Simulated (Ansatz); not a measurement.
# FH₅NSi₂ radical: one species, many methods

Aim: compute FH₅NSi₂ radical with functionals from several rungs and with coupled cluster. The yardstick is the atomisation energy at the CCSD(T) limit.

The runs use Ansatz 0.2.0, Gaussian basis; functionals in def2-TZVPP, the program's frozen cores in correlated methods.

Plan: LDA (SPW92), PBE-D4, revPBE-D4, BLYP-D4, r2SCAN-D4, B97M-V, PBE0-D4, B3LYP-D4, r2SCANh-D4, r2SCAN0-D4, HSE06-D4, BHLYP-D4, CAM-B3LYP-D4, LC-ωPBE, ωB97X-V, ωB97M-V, B2PLYP, PBE-QIDH; CCSD(T)/def2-SVP; CCSD(T)/def2-TZVPP; MP2/def2-QZVPP; extrapolation to the limit; RPA on PBE.

## 1. Structure used throughout

The geometry comes from an earlier relaxation with PBE0-D4 in a triple-zeta def2 set; it is a stationary point, not always the lowest conformer.

SMILES `F[SiH2]N[SiH2]`, 9 atoms, charge 0, spin multiplicity 2.

Atoms are counted from 1 here; the program's logs count them from 0.

Bond lengths: F1–Si2 1.600 Å, Si2–N3 1.712 Å, Si2–H5 1.480 Å, Si2–H6 1.477 Å, N3–Si4 1.736 Å, N3–H7 1.012 Å, Si4–H8 1.490 Å, Si4–H9 1.494 Å. Angles: F1–Si2–N3 112.4°, F1–Si2–H5 106.1°, F1–Si2–H6 106.9°, N3–Si2–H5 109.2°, N3–Si2–H6 108.4°, H5–Si2–H6 113.9°, Si2–N3–Si4 128.4°, Si2–N3–H7 115.7°, Si4–N3–H7 115.2°, N3–Si4–H8 106.6°, N3–Si4–H9 109.5°, H8–Si4–H9 111.0°.

## 2. LDA

This LDA is Slater exchange with PW92 correlation.

Input file in.yaml:

```yaml
crystal:
  periodic: [false, false, false]
  atoms:
    - {symbol: F, position_ang: [-1.778175, 1.208947, -1.181829]}
    - {symbol: Si, position_ang: [-0.287961, 1.123636, -0.604871]}
    - {symbol: N, position_ang: [0.241520, -0.491370, -0.402955]}
    - {symbol: Si, position_ang: [0.023590, -1.533607, 0.967896]}
    - {symbol: H, position_ang: [0.576316, 1.799105, -1.598775]}
    - {symbol: H, position_ang: [-0.302819, 1.779799, 0.718849]}
    - {symbol: H, position_ang: [0.600375, -0.942220, -1.234483]}
    - {symbol: H, position_ang: [-0.246273, -0.649994, 2.136234]}
    - {symbol: H, position_ang: [1.261827, -2.340697, 1.182736]}
basis:
  gaussian: {orbitals: def2-TZVPP}
magnetization: {spin_polarized: true, initial_magnetization: 1}
hamiltonian: {xc: lda}
output: {orbitals: {seedname: orbitals}}
```

The runs that follow: PBE-D4 (GGA); revPBE-D4 (GGA); BLYP-D4 (GGA); r2SCAN-D4 (meta-GGA); B97M-V (meta-GGA); PBE0-D4 (hybrid); B3LYP-D4 (hybrid); r2SCANh-D4 (hybrid); r2SCAN0-D4 (hybrid); HSE06-D4 (hybrid); BHLYP-D4 (hybrid); CAM-B3LYP-D4 (range-separated); LC-ωPBE-D4 (range-separated); ωB97X-V (range-separated); ωB97M-V (range-separated); B2PLYP (double hybrid); PBE-QIDH (double hybrid); CCSD(T) in def2-SVP; CCSD(T) in def2-TZVPP; MP2 in def2-QZVPP; RPA on PBE orbitals.

Q: Predict the results of all the runs planned. Wanted: atomisation energy, CCSD(T)/CBS; farthest beyond LDA; mean size of error, GGA; mean size of error, meta-GGA; mean size of error, hybrid; mean size of error, range-separated; mean size of error, double hybrid; gap, smallest and largest; T1 diagnostic.

**Answer**, as computed:

| quantity | value |
| --- | --- |
| atomisation energy, CCSD(T)/CBS | 710.6 kcal/mol |
| functionals within 3.6 kcal/mol (0.5 %) | PBE-D4, BLYP-D4, r2SCAN-D4, B97M-V, B3LYP-D4, ωB97X-V, ωB97M-V |
| farthest beyond LDA | BHLYP-D4 (-16.5 kcal/mol) |
| mean size of error, GGA | 6.4 kcal/mol |
| mean size of error, meta-GGA | 1.4 kcal/mol |
| mean size of error, hybrid | 9.5 kcal/mol |
| mean size of error, range-separated | 3.9 kcal/mol |
| mean size of error, double hybrid | 11.1 kcal/mol |
| gap, smallest and largest | 1.15 eV (LDA (SPW92)), 8.62 eV (LC-ωPBE) |
| T1 diagnostic | 0.0138 |
| triples share of the correlation energy | 3.2 % |

**Reading.** The LDA atomisation energy is off by 86.1 kcal/mol (12 %): it overbinds. PBE-D4 is off by -0.9 kcal/mol. Double hybrids carry the basis error of their MP2 part in triple zeta, and no dispersion term here, so their miss is partly the set-up's. Taken by rung, meta-GGA functionals do best (1.4 kcal/mol on average) and double hybrid ones worst beyond LDA (11.1 kcal/mol). Misses under about 3.6 kcal/mol are within the doubt on the reference itself, which lacks core-valence correlation, relativity and higher excitations. Hartree-Fock recovers 73 % of the binding; the rest is correlation. CCSD(T) in def2-SVP is off by -62.2 kcal/mol, so the small basis spoils what the method gains. Orbital gaps span 1.2 to 8.6 eV; exact exchange widens them.
